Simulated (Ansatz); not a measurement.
# AlHF2 + SiH4O: a complex and its separated parts

The complex below is one end of an elementary step. How strongly is it bound against its free parts?

Method: PBE0-D4/def2-TZVP structures, single points in def2-TZVPP, no counterpoise correction; program: Ansatz 0.2.0, Gaussian basis.

Levels: SPW92, PBE-D4, BLYP-D4, r2SCAN-D4, B97M-V, PBE0-D4, B3LYP-D4, r2SCAN0-D4, BHLYP-D4, CAM-B3LYP-D4, wB97X-V, wB97M-V, B2PLYP, PBE-QIDH, RPA on PBE, Hartree-Fock, MP2, CCSD, CCSD(T).

Correlated methods freeze the cores. B3LYP uses VWN-RPA correlation. B2PLYP carries no dispersion term here.

94 further runs of the same task are left out: 94 set aside as unsound or not needed.

### Step 1. Starting geometry

The complex: 10 atoms, charge 0, spin multiplicity 1.

Atoms are counted from 1 here; the program's logs count them from 0.

Bond lengths: Al1–H2 1.571 Å, Al1–F3 1.662 Å, Al1–F4 1.676 Å, Al1–O6 1.934 Å, H5–O6 0.962 Å, O6–Si7 1.717 Å, Si7–H8 1.484 Å, Si7–H9 1.471 Å, Si7–H10 1.474 Å. Angles: H2–Al1–F3 117.6°, H2–Al1–F4 117.8°, H2–Al1–O6 109.2°, F3–Al1–F4 116.6°, F3–Al1–O6 98.5°, F4–Al1–O6 90.6°, Al1–O6–H5 116.4°, Al1–O6–Si7 119.8°, H5–O6–Si7 116.6°, O6–Si7–H8 103.0°, O6–Si7–H9 106.8°, O6–Si7–H10 110.3°, H8–Si7–H9 111.4°, H8–Si7–H10 110.4°, H9–Si7–H10 114.3°.

Coordinates:

```xyz
10
charge 0, multiplicity 1
Al   -1.6673   -0.1241    0.0503
H    -2.3875   -1.0225    1.1194
F    -2.1528   -0.2730   -1.5324
F    -1.1356    1.3905    0.5316
H     0.3158   -1.4000   -0.8207
O     0.1600   -0.7226   -0.1555
Si    1.4526    0.3659    0.1490
H     2.6533   -0.4467   -0.1666
H     1.3945    0.7054    1.5792
H     1.3671    1.5269   -0.7543
```

Its parts: AlHF2 holds atoms 1, 2, 3, 4; SiH4O holds atoms 5, 6, 7, 8, 9, 10. Each part counts its atoms afresh in its own runs.

### Step 2. Relaxing AlHF2 alone

Input file relax-a/in.yaml:

```yaml
crystal:
  periodic: [false, false, false]
  atoms:
    - {symbol: Al, position_ang: [-1.667345, -0.124080, 0.050256]}
    - {symbol: H, position_ang: [-2.387498, -1.022459, 1.119437]}
    - {symbol: F, position_ang: [-2.152831, -0.272977, -1.532386]}
    - {symbol: F, position_ang: [-1.135578, 1.390491, 0.531592]}
basis:
  gaussian: {orbitals: def2-TZVP}
hamiltonian: {xc: pbe0, dispersion: d4}
relax: {f_tol: 0.005, max_steps: 200}
```

The run is started by

```
$ ansatz run in.yaml --threads 4 --pin off --events-out ev --progress --plain --max-ram 9574MiB
```

After this run come: Relaxing SiH4O alone; SPW92/def2-TZVPP; PBE-D4/def2-TZVPP; BLYP-D4/def2-TZVPP; r2SCAN-D4/def2-TZVPP; B97M-V/def2-TZVPP; PBE0-D4/def2-TZVPP; B3LYP-D4/def2-TZVPP; r2SCAN0-D4/def2-TZVPP; BHLYP-D4/def2-TZVPP; CAM-B3LYP-D4/def2-TZVPP; wB97X-V/def2-TZVPP; wB97M-V/def2-TZVPP; B2PLYP/def2-TZVPP; PBE-QIDH/def2-TZVPP; RPA on PBE/def2-TZVPP; CCSD(T)/def2-TZVPP; MP2/def2-QZVPP; Vibrations of AlHF2; Vibrations of SiH4O.

Q: Predict the outcome of this session. Wanted: complex less parts, CCSD(T)/def2-TZVPP; with zero-point energy; largest T1 diagnostic.

**Answer**, as computed:

| quantity | value |
| --- | --- |
| complex less parts, CCSD(T)/def2-TZVPP | -26.6 kcal/mol |
| with zero-point energy | -24.5 kcal/mol |
| largest T1 diagnostic | 0.013 |

What this shows: At CCSD(T) the complex lies 26.6 kcal/mol below its parts. Among the functionals B97M-V lands nearest to CCSD(T) (+0.1 kcal/mol) and SPW92 farthest (-5.1 kcal/mol). Mean unsigned error by rung: LDA 5.1, GGA 1.7, meta-GGA 0.8, hybrid 1.3, range-separated hybrid 0.9, double hybrid 1.1 kcal/mol. PBE-D4 gives a relative energy 1.3 kcal/mol too high, outside chemical accuracy (1 kcal/mol). No counterpoise was applied, and triple zeta lacks some correlation, so the CCSD(T) reference has a basis error of its own, and close matches with it are partly luck.
